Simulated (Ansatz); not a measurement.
**CH₈BGeN: a ladder of functionals and wavefunction methods**

The task here is to estimate one member of a computed series from the others.

Method: functionals in def2-TZVPP, the program's frozen cores in correlated methods; program: Ansatz 0.2.0, Gaussian basis.

Levels to be run: LDA (SPW92), PBE-D4, revPBE-D4, BLYP-D4, r2SCAN-D4, B97M-V, PBE0-D4, B3LYP-D4, r2SCANh-D4, r2SCAN0-D4, HSE06-D4, BHLYP-D4, CAM-B3LYP-D4, LC-ωPBE, ωB97X-V, ωB97M-V, B2PLYP, PBE-QIDH; CCSD(T)/def2-SVP; CCSD(T)/def2-TZVPP; MP2/def2-QZVPP; extrapolation to the limit; RPA on PBE.

### Structure used throughout

An earlier PBE0-D4 in a triple-zeta def2 set relaxation fixed the geometry.

SMILES `B[N](C)[GeH3]`, 12 atoms, charge 0, spin multiplicity 1.

Atoms are counted from 1 here; the program's logs count them from 0.

Bond lengths: B1–N2 1.389 Å, B1–H5 1.199 Å, B1–H6 1.201 Å, N2–C3 1.453 Å, N2–Ge4 1.861 Å, C3–H7 1.091 Å, C3–H8 1.095 Å, C3–H9 1.095 Å, Ge4–H10 1.540 Å, Ge4–H11 1.529 Å, Ge4–H12 1.540 Å. Angles: N2–B1–H5 119.5°, N2–B1–H6 119.2°, H5–B1–H6 121.3°, B1–N2–C3 122.7°, B1–N2–Ge4 122.0°, C3–N2–Ge4 115.4°, N2–C3–H7 109.7°, N2–C3–H8 111.4°, N2–C3–H9 111.4°, H7–C3–H8 108.3°, H7–C3–H9 108.3°, H8–C3–H9 107.6°, N2–Ge4–H10 108.0°, N2–Ge4–H11 108.3°, N2–Ge4–H12 108.0°, H10–Ge4–H11 111.8°, H10–Ge4–H12 108.9°, H11–Ge4–H12 111.8°.

The first run:

Input file in.yaml:

```yaml
crystal:
  periodic: [false, false, false]
  atoms:
    - {symbol: B, position_ang: [0.760181, 1.057548, 1.030519]}
    - {symbol: N, position_ang: [0.039857, 0.171664, 0.238788]}
    - {symbol: C, position_ang: [-1.309935, -0.254698, 0.566860]}
    - {symbol: Ge, position_ang: [0.746271, -0.550954, -1.323937]}
    - {symbol: H, position_ang: [1.870598, 1.370869, 0.705522]}
    - {symbol: H, position_ang: [0.255230, 1.493496, 2.028957]}
    - {symbol: H, position_ang: [-1.630769, 0.220621, 1.494782]}
    - {symbol: H, position_ang: [-1.364152, -1.340716, 0.699525]}
    - {symbol: H, position_ang: [-2.017927, 0.018982, -0.222974]}
    - {symbol: H, position_ang: [0.744768, -2.084234, -1.183285]}
    - {symbol: H, position_ang: [2.160283, -0.000245, -1.509584]}
    - {symbol: H, position_ang: [-0.177305, -0.157431, -2.491372]}
basis:
  gaussian: {orbitals: def2-TZVPP}
hamiltonian: {xc: lda}
output: {orbitals: {seedname: orbitals}}
```

Launch:

```sh
> ansatz run in.yaml --threads 2 --pin off --events-out ev --progress --plain --max-ram 31744MiB --backend cpu
```

Among the steps run: LDA; PBE-D4 (GGA); revPBE-D4 (GGA); BLYP-D4 (GGA); r2SCAN-D4 (meta-GGA); B97M-V (meta-GGA); PBE0-D4 (hybrid); B3LYP-D4 (hybrid); r2SCANh-D4 (hybrid); r2SCAN0-D4 (hybrid); HSE06-D4 (hybrid); BHLYP-D4 (hybrid); CAM-B3LYP-D4 (range-separated); LC-ωPBE (range-separated); ωB97X-V (range-separated); ωB97M-V (range-separated); B2PLYP (double hybrid); PBE-QIDH (double hybrid).

One of the session's tables, all rows but one given; the rest of the session is left out.

It belongs to the step «Orbital energies across the functionals». 

```
  functional  HOMO (eV)  gap (eV)
 LDA (SPW92)      -6.71      5.61
      PBE-D4      -6.59      5.70
   revPBE-D4      -6.53      5.74
     BLYP-D4      -6.44      5.69
   r2SCAN-D4      -6.80      6.28
      B97M-V      -6.93      6.25
     PBE0-D4      -7.81      7.87
    B3LYP-D4      -7.58      7.41
  r2SCANh-D4      -7.26      7.07
  r2SCAN0-D4      -7.96      8.25
    HSE06-D4          ?         ?
    BHLYP-D4      -8.94      9.92
CAM-B3LYP-D4      -9.15     10.24
     LC-ωPBE     -10.53     12.79
     ωB97X-V     -10.17     12.30
     ωB97M-V     -10.09     11.93
```

Estimate the missing values for HSE06-D4.

**Answer.** HOMO (eV): -7.41; gap (eV): 7.09. In the column «HOMO (eV)» it lies between B3LYP-D4 (-7.58) and r2SCANh-D4 (-7.26).
